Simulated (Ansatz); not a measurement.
# Ge: the cost of one run

Computed with Ansatz 0.2.0 (DFT r2SCAN, scalar-relativistic, plane waves, PAW, unless a step's input says otherwise).

## 1. The system as given

The structure is cubic, space group Fd-3m (No. 227). The conventional cell has a = 5.658 Å, b = 5.658 Å, c = 5.658 Å, α = 90.00°, β = 90.00°, γ = 90.00°. Ge (site symmetry -43m) is surrounded by 4 Ge at 2.45 Å.

Coordinates:

```
CELL_PARAMETERS angstrom
0.00000 2.82877 2.82877
2.82877 0.00000 2.82877
2.82877 2.82877 0.00000
ATOMIC_POSITIONS crystal
Ge 0.50000 0.50000 0.50000
Ge 0.75000 0.75000 0.75000
```

No relaxation comes first: the listed cell is the starting point.

## 2. Next: a tetragonal deformation path

At fixed volume and fractional coordinates, lengths along (0.000, 0.000, 1.000) are scaled against those across it; ρ is that ratio over its starting value.

## 3. Point ρ = 0.707

File input.yaml:

```yaml
crystal:
  lattice:
    - [0.0, 3.1753468143, 2.2449701977]
    - [3.1753468143, 0.0, 2.2449701977]
    - [3.1753468143, 3.1753468143, 0.0]
  atoms:
    - { symbol: Ge, position: [0.5, 0.5, 0.5] }
    - { symbol: Ge, position: [0.75, 0.75, 0.75] }
basis:
  ecutwfc: 300.0
kpoints:
  mp_grid: { grid: [6, 6, 6] }
hamiltonian:
  xc: r2scan
scf:
  occupations: { method: gaussian, width: 0.05 }
output:
  forces: true
  stress: true
  eigenvalues: true
```

Started as:

```sh
$ ansatz run input.yaml --threads 1 --pin off --max-ram 2560MiB --backend cpu --events-out ev --progress --plain --runs-dir out
```

What time and memory should one allow on 1 thread of Intel Xeon at 2.50GHz (Skylake/Cascade Lake), shared host?

About 3.6 s, with a peak of 0.36 GiB.
